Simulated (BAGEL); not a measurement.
# HF/6-31G(d) (density fitting with qzvpp-jkfit, spherical functions) run of C2H5Ge− (SMILES C=[CH][GeH2-])

Aim: the vertical ionisation energy of C2H5Ge− at HF/6-31G* (density fitting with qzvpp-jkfit, spherical functions), from 2 runs. 

Program for the calculation: BAGEL 1.2.2.

4 further runs of the same task are left out: 2 that didn't finish, 2 set aside as unsound or not needed.

## (1) The structure to begin with

C2H5Ge− has 8 atoms, charge -1, and is taken as a singlet. As SMILES, `C=[CH][GeH2-]`. The shape comes from GFN2-xTB, which is rough for such elements, and wasn't checked as a minimum. This is one conformer, not always the lowest.

Bond lengths: C1–C2 1.323 Å, C2–Ge3 2.019 Å, C1–H4 1.084 Å, C1–H5 1.095 Å, C2–H6 1.096 Å, Ge3–H7 1.688 Å, Ge3–H8 1.676 Å. Angles: C1–C2–Ge3 127.9°, C1–C2–H6 115.9°, Ge3–C2–H6 115.6°, C2–C1–H4 120.8°, C2–C1–H5 124.9°, C2–Ge3–H7 90.5°, C2–Ge3–H8 93.2°, H4–C1–H5 114.3°, H7–Ge3–H8 89.0°.

## (2) A single-point energy at HF/6-31G(d) (density fitting with qzvpp-jkfit, spherical functions)

Contents of job.json:

```json
{ "bagel": [

{
  "title": "molecule",
  "basis": "6-31gs.json",
  "df_basis": "qzvpp-jkfit",
  "angstrom": true,
  "geometry": [
    { "atom": "C", "xyz": [   -0.711790,    1.012370,    0.479350 ] },
    { "atom": "C", "xyz": [   -0.552040,   -0.211240,    0.003670 ] },
    { "atom": "Ge", "xyz": [    0.856560,   -0.867380,   -1.285720 ] },
    { "atom": "H", "xyz": [    0.030060,    1.780430,    0.294800 ] },
    { "atom": "H", "xyz": [   -1.561520,    1.342010,    1.086600 ] },
    { "atom": "H", "xyz": [   -1.354590,   -0.922480,    0.230360 ] },
    { "atom": "H", "xyz": [    1.219190,   -2.155570,   -0.256120 ] },
    { "atom": "H", "xyz": [    2.074130,    0.021860,   -0.552940 ] }
  ]
},
{
  "title": "hf",
  "charge": -1
},
{
  "title": "print",
  "file": "orbitals.molden",
  "orbitals": true
}

]}
```

The basis set 6-31G* is read from a file made from the Basis Set Exchange's data (not shown).

Launch:

```
BAGEL_NUM_THREADS=1 BAGEL job.json > job.out
```

Output:

```text
* using 1 threads per process

  ===============================================================
  ===============================================================

  *** Geometry ***

  { "atom" : "C", "xyz" : [     -1.345088,      1.913102,      0.905840 ] },
  { "atom" : "C", "xyz" : [     -1.043204,     -0.399186,      0.006935 ] },
  { "atom" : "Ge", "xyz" : [      1.618664,     -1.639111,     -2.429659 ] },
  { "atom" : "H", "xyz" : [      0.056805,      3.364525,      0.557091 ] },
  { "atom" : "H", "xyz" : [     -2.950845,      2.536031,      2.053376 ] },
  { "atom" : "H", "xyz" : [     -2.559804,     -1.743235,      0.435317 ] },
  { "atom" : "H", "xyz" : [      2.303935,     -4.073437,     -0.483997 ] },
  { "atom" : "H", "xyz" : [      3.919538,      0.041309,     -1.044905 ] },

  Number of auxiliary basis functions:      506

  Since a DF basis is specified, we compute 2- and 3-index integrals:
    o Being stored without compression. Storage requirement is 0.020 GB

  Number of basis functions:       70
  Number of electrons      :       49

    * METHOD: MOLECULE                             0.22

  *** RHF ***

  === Nuclear Repulsion ===
   153.6109757559

      * DIIS with orbital gradients will be used.

  === RHF iteration (6-31gs.json) ===
      0      -2153.55012163          0.01519473           0.05
      1      -2153.63647624          0.00681470           0.05
      2      -2153.65460536          0.00150514           0.05
      3      -2153.65605512          0.00042007           0.05
      4      -2153.65615664          0.00011522           0.05
      5      -2153.65617515          0.00003974           0.05
      6      -2153.65617734          0.00001162           0.05
      7      -2153.65617750          0.00000441           0.05
      8      -2153.65617753          0.00000185           0.05
      9      -2153.65617753          0.00000056           0.05
     10      -2153.65617753          0.00000017           0.05
     11      -2153.65617753          0.00000009           0.05
     12      -2153.65617753          0.00000003           0.05
     13      -2153.65617753          0.00000001           0.05
    * SCF iteration converged.

    * Permanent dipole moment:
           (    0.700994,    -0.381056,    -0.303492) a.u.

    * METHOD: HF                                   0.84

    * METHOD: PRINT                                0.01

  ===============================================================
```

Wall time 1.2 s (1 thread of Arm Neoverse V2, shared host); peak memory 0.11 GiB.

## (3) Doublet neutral C2H5Ge

Edit job.json of step 2 so:

```diff
@@ -6,3 +6,3 @@
   "df_basis": "qzvpp-jkfit",
-  "angstrom": true,
+  "angstrom": "true",
   "geometry": [
@@ -19,4 +19,4 @@
 {
-  "title": "hf",
-  "charge": -1
+  "title": "uhf",
+  "nopen": 1
 },
@@ -25,3 +25,3 @@
   "file": "orbitals.molden",
-  "orbitals": true
+  "orbitals": "true"
 }
```

The basis set 6-31G* is read from a file made from the Basis Set Exchange's data (not shown).

Launch:

```
BAGEL_NUM_THREADS=1 BAGEL job.json > job.out
```

Output:

```text
* using 1 threads per process

  ===============================================================
  ===============================================================

  *** Geometry ***

  { "atom" : "C", "xyz" : [     -1.345088,      1.913102,      0.905840 ] },
  { "atom" : "C", "xyz" : [     -1.043204,     -0.399186,      0.006935 ] },
  { "atom" : "Ge", "xyz" : [      1.618664,     -1.639111,     -2.429659 ] },
  { "atom" : "H", "xyz" : [      0.056805,      3.364525,      0.557091 ] },
  { "atom" : "H", "xyz" : [     -2.950845,      2.536031,      2.053376 ] },
  { "atom" : "H", "xyz" : [     -2.559804,     -1.743235,      0.435317 ] },
  { "atom" : "H", "xyz" : [      2.303935,     -4.073437,     -0.483997 ] },
  { "atom" : "H", "xyz" : [      3.919538,      0.041309,     -1.044905 ] },

  Number of auxiliary basis functions:      506

  Since a DF basis is specified, we compute 2- and 3-index integrals:
    o Being stored without compression. Storage requirement is 0.020 GB

  Number of basis functions:       70
  Number of electrons      :       49

    * METHOD: MOLECULE                             0.22

  *** Open-shell HF ***

  === Nuclear Repulsion ===
   153.6109757559

      * DIIS with orbital gradients will be used.

  === UHF iteration (6-31gs.json) ===
      0      -2153.51440712          0.02673579           0.10
      1      -2153.59154327          0.01182977           0.10
      2      -2153.60592742          0.00615385           0.10
      3      -2153.60984814          0.00109569           0.09
      4      -2153.61052434          0.00049189           0.10
      5      -2153.61069576          0.00018456           0.10
      6      -2153.61086930          0.00006078           0.10
      7      -2153.61096039          0.00005669           0.10
      8      -2153.61100893          0.00005604           0.10
      9      -2153.61105550          0.00005619           0.10
     10      -2153.61113633          0.00005497           0.09
     11      -2153.61136338          0.00005136           0.09
     12      -2153.61167615          0.00005021           0.10
     13      -2153.61167572          0.00004518           0.10
     14      -2153.61185579          0.00005025           0.09
     15      -2153.61185808          0.00000731           0.09
     16      -2153.61185814          0.00000366           0.09
     17      -2153.61185820          0.00000228           0.09
     18      -2153.61185824          0.00000145           0.10
     19      -2153.61185825          0.00000071           0.10
     20      -2153.61185824          0.00000042           0.09
     21      -2153.61185824          0.00000035           0.09
     22      -2153.61185824          0.00000029           0.09
     23      -2153.61185825          0.00000024           0.10
     24      -2153.61185825          0.00000017           0.09
     25      -2153.61185825          0.00000011           0.09
     26      -2153.61185825          0.00000009           0.09
     27      -2153.61185825          0.00000005           0.09
     28      -2153.61185825          0.00000002           0.09
     29      -2153.61185825          0.00000001           0.09
     30      -2153.61185825          0.00000001           0.09
    * SCF iteration converged.

    * S^2 (UHF) is 0.8739

    * Permanent dipole moment:
           (    0.352022,    -0.141732,     0.438088) a.u.

    * METHOD: UHF                                  3.12

    * METHOD: PRINT                                0.01

  ===============================================================
```

It took 3.6 s on 1 thread of Arm Neoverse V2, shared host; peak memory 0.11 GiB.

## (4) Results

At HF/6-31G* (density fitting with qzvpp-jkfit, spherical functions):

| quantity | value |
| --- | --- |
| singlet C2H5Ge−: total energy | -2153.65618 Eh |
| singlet C2H5Ge−: HOMO energy | -2.17 eV |
| singlet C2H5Ge−: LUMO energy | 8.68 eV |
| singlet C2H5Ge−: HOMO–LUMO gap (to an unbound level, set by the basis) | 10.85 eV |
| doublet neutral C2H5Ge: total energy | -2153.61186 Eh |
| doublet neutral C2H5Ge: dipole moment | 1.47 D |
| doublet neutral C2H5Ge: ⟨S²⟩ | 0.874 |
| vertical detachment energy (to the doublet neutral) | 1.206 eV |

The vertical ionisation energy comes to 1.21 eV (28 kcal/mol). The negative HOMO energy of the first species, 2.17 eV, lies 0.96 eV above that difference. ⟨S²⟩ (doublet neutral C2H5Ge) is 0.87 where a pure doublet has 0.75: the reference is spin-contaminated.
